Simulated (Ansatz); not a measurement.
# BGeO (doublet): the correlation ladder, cc-pVDZ

Aim: climb from Hartree-Fock through coupled cluster and multireference methods for BGeO (doublet) at one geometry and basis, and see what each rung misses.

Computed with Ansatz 0.2.0, Gaussian basis. Level: cc-pVDZ, core rule «outside noble gas», up to 16 orbitals frozen.

To be run: UHF; CCSD(T) on ROHF; CCSD(T) on UHF; BCCD(T) on ROHF; CISD; CCSDT(Q) on ROHF; CCSDT(Q) on UHF; CASSCF and MRCISD+Q, 11 electrons in 11 orbitals; CASSCF and NEVPT2, 11 electrons in 11 orbitals.

18 further runs of the same task are left out: 4 that didn't finish, 14 set aside as unsound or not needed.

**1. The geometry**

The geometry is a PBE0/def2-TZVP stationary point (not a proven minimum) of the parent state, kept for this charge and spin. No spin-orbit coupling is included. The filled d shell of Ge may be among the frozen orbitals whatever the setting's name suggests; the logs give the count.

3 atoms, charge 0, spin multiplicity 2.

Atoms are counted from 1 here; the program's logs count them from 0.

Bond lengths: Ge1–B2 1.975 Å, B2–O3 1.208 Å. Angles: Ge1–B2–O3 180.0°.

**2. UHF**

Contents of in.yaml:

```yaml
crystal:
  periodic: [false, false, false]
  atoms:
    - {symbol: Ge, position_ang: [0.000000, 0.000000, 1.719100]}
    - {symbol: B, position_ang: [0.000000, 0.000000, -0.255500]}
    - {symbol: O, position_ang: [0.000000, 0.000000, -1.463600]}
basis:
  gaussian: {orbitals: cc-pVDZ}
magnetization: {spin_polarized: true, initial_magnetization: 1}
hamiltonian: {xc: hf}
output: {orbitals: {seedname: orbitals}}
```

Run with:

```bash
$ ansatz run in.yaml --threads 1 --pin off --events-out ev --progress --plain --max-ram 2393MiB
```

Further steps of the session: CCSD(T) on ROHF; CCSD(T) on UHF; BCCD(T) on ROHF; CISD; CCSDT(Q) on ROHF; CCSDT(Q) on UHF; CASSCF and MRCISD+Q, 11 electrons in 11 orbitals; CASSCF and NEVPT2, 11 electrons in 11 orbitals.

**Question.** What will the summary of the whole plan be? Wanted: UCCSDT(Q) below the RHF energy; RMP2 from UCCSDT(Q); UMP2 from UCCSDT(Q); RCCSD from UCCSDT(Q); RCCSD(T) from UCCSDT(Q); UCCSD(T) from UCCSDT(Q); RCCSDT(Q) from UCCSDT(Q); NEVPT2 valence from UCCSDT(Q); MRCISD+Q valence from UCCSDT(Q).

**Answer**, as computed:

```
                         quantity                      value
   UCCSDT(Q) below the RHF energy                 -9.4979 eV
              RMP2 from UCCSDT(Q)            +20.52 kcal/mol
              UMP2 from UCCSDT(Q)            +20.72 kcal/mol
             RCCSD from UCCSDT(Q)             +9.36 kcal/mol
          RCCSD(T) from UCCSDT(Q)             +1.52 kcal/mol
          UCCSD(T) from UCCSDT(Q)             +1.47 kcal/mol
         RCCSDT(Q) from UCCSDT(Q)             +0.26 kcal/mol
    NEVPT2 valence from UCCSDT(Q)            +26.07 kcal/mol
  MRCISD+Q valence from UCCSDT(Q)             +1.86 kcal/mol
levels within 1 kcal/mol (43 meV)  RCCSDT, UCCSDT, RCCSDT(Q)
                    T1 diagnostic                      0.026
   effectively unpaired electrons                       1.07
```

**Reading.** RCCSD(T) lands +1.52 kcal/mol from the yardstick (0.7 % of the correlation energy). One determinant dominates. Of the multireference levels listed MRCISD+Q valence comes nearest in total energy (+1.86 kcal/mol), which doesn't show that its space is the better one. These misses are within one basis, not against nature; the frozen cores of restricted and unrestricted runs differ, which can shift their rows.
